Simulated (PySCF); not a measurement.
# F6S: the cost of one run

Method: levels as typed in each script, gas phase, geometry from GFN2-xTB; program: PySCF 2.14.0.

### 1 Starting geometry

SMILES `FS(F)(F)(F)(F)F`, 7 atoms, charge 0, spin multiplicity 1.

Bond lengths: F1–S2 1.590 Å, S2–F3 1.590 Å, S2–F4 1.590 Å, S2–F5 1.590 Å, S2–F6 1.590 Å, S2–F7 1.590 Å. Angles: F1–S2–F3 90.0°, F1–S2–F4 90.0°, F1–S2–F5 90.0°, F1–S2–F6 180.0°, F1–S2–F7 90.0°, F3–S2–F4 90.0°, F3–S2–F5 90.0°, F3–S2–F6 90.0°, F3–S2–F7 180.0°, F4–S2–F5 180.0°, F4–S2–F6 90.0°, F4–S2–F7 90.0°, F5–S2–F6 90.0°, F5–S2–F7 90.0°, F6–S2–F7 90.0°.

Coordinates:

```xyz
7
charge 0, multiplicity 1
F    -1.06605   -0.56618    1.03535
S     0.00009    0.00003   -0.00004
F    -1.14229    0.14389   -1.09707
F     0.29684   -1.47914   -0.50314
F    -0.29701    1.47916    0.50309
F     1.06617    0.56624   -1.03539
F     1.14218   -0.14404    1.09723
```

### 2 Density, bond paths and surface potential (LDA (SVWN)/cc-pvdz)

input.py

```python
import numpy as np
from pyscf import gto, scf, dft
from pyscf.scf import atom_ks, atom_hf
from scipy.linalg import block_diag

def solve(mol, dm0=None, hcore=None):
    mf = (dft.UKS if mol.spin else dft.RKS)(mol, xc='svwn')
    mf.grids.level = 3
    mf = mf.density_fit(auxbasis='def2-universal-jkfit')
    mf.conv_tol, mf.max_cycle = 1e-8, 80
    if hcore is not None:
        mf.get_hcore = lambda *args: hcore
    mf.kernel(dm0)
    if not mf.converged:
        mf = mf.newton().run(mf.mo_coeff, mf.mo_occ, max_cycle=30)
    assert mf.converged, 'SCF not converged'
    return mf

mol = gto.M(atom='''
F     -1.06605    -0.56618     1.03535
S      0.00009     0.00003    -0.00004
F     -1.14229     0.14389    -1.09707
F      0.29684    -1.47914    -0.50314
F     -0.29701     1.47916     0.50309
F      1.06617     0.56624    -1.03539
F      1.14218    -0.14404     1.09723
''', basis='cc-pvdz', charge=0, spin=0, verbose=4)
mf = solve(mol)
mf.analyze()
# spherically averaged free atoms, for the promolecule
atm = atom_ks.get_atm_nrks(mol, xc='svwn')
pro = block_diag(*[(atm[a[0]][2] * atm[a[0]][3]) @ atm[a[0]][2].T for a in mol._atom])
np.savez('result.npz', e=mf.e_tot, c=mf.mo_coeff, occ=mf.mo_occ, eps=mf.mo_energy, pro=pro, dip=mf.dip_moment(verbose=0), s2=mf.spin_square()[0])
```

The run is started by

```console
> OMP_NUM_THREADS=1 python input.py
```

Q: Estimate wall time and peak memory on 1 thread of Intel Xeon Platinum 8259CL at 2.50GHz (Skylake/Cascade Lake), shared host.

About 8.9 s, with a peak of 0.25 GiB.
